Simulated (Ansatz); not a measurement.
# InSe: the cost of one run

Method: DFT PBEsol, scalar-relativistic, plane waves, PAW; levels and slopes on a dense k mesh at the converged density, in Ansatz 0.2.0.

### Step 1. The system as given

Symmetry: P6_3/mmc, No. 194, hexagonal system. Conventional cell: a = 4.050 Å, b = 4.050 Å, c = 16.930 Å, α = 90.00°, β = 90.00°, γ = 120.00°. Around In (site symmetry 3m) lie 3 Se at 2.52 Å. Se (site symmetry 3m) has 3 In at 2.52 Å as nearest neighbours.

Coordinates:

```xyz
8
Lattice="4.0500 0.0000 0.0000 -2.0250 3.5074 0.0000 0.0000 0.0000 16.9300" Properties=species:S:1:pos:R:3 pbc="T T T"
In    0.0000    2.3383    2.6580
In    2.0250    1.1691   11.1230
In    0.0000    2.3383    5.8070
In    2.0250    1.1691   14.2720
Se    0.0000    2.3383   10.1919
Se    2.0250    1.1691    1.7269
Se    0.0000    2.3383   15.2031
Se    2.0250    1.1691    6.7381
```

The structure comes from the Crystallography Open Database and is not relaxed.

### Step 2. Self-consistency and the dense mesh

input.yaml

```yaml
crystal:
  lattice:
    - [4.05, 0.0, 0.0]
    - [-2.025, 3.50740289, 0.0]
    - [0.0, 0.0, 16.93]
  atoms:
    - { symbol: In, position: [0.33333333, 0.66666667, 0.157] }
    - { symbol: In, position: [0.66666667, 0.33333333, 0.657] }
    - { symbol: In, position: [0.33333333, 0.66666667, 0.343] }
    - { symbol: In, position: [0.66666667, 0.33333333, 0.843] }
    - { symbol: Se, position: [0.33333333, 0.66666667, 0.602] }
    - { symbol: Se, position: [0.66666667, 0.33333333, 0.102] }
    - { symbol: Se, position: [0.33333333, 0.66666667, 0.898] }
    - { symbol: Se, position: [0.66666667, 0.33333333, 0.398] }
basis:
  ecutwfc: 420
kpoints:
  mp_grid: { grid: [12, 12, 4] }
hamiltonian:
  xc: pbesol
scf:
  occupations: { method: gaussian, width: 0.05 }
output:
  forces: true
  eigenvalues: true
  eigenstates:
    nscf_kmesh: { grid: [30, 30, 8] }
    top_band: c6
    de_dk: true
    localisation: true
  stress: true
checkpoint:
  write: ck
  compress: false
  write_wavefunctions: false
  write_every: 100000
```

On the command line:

```bash
ansatz run input.yaml --threads 2 --pin off --max-ram 5120MiB --backend cpu --events-out ev --progress --plain --runs-dir out
```

**Question.** How long does this run take on 2 threads of Intel Xeon 6975P-C (Granite Rapids), shared host, and how much memory does it need?

About 1.7 min, with a peak of 2.9 GiB.
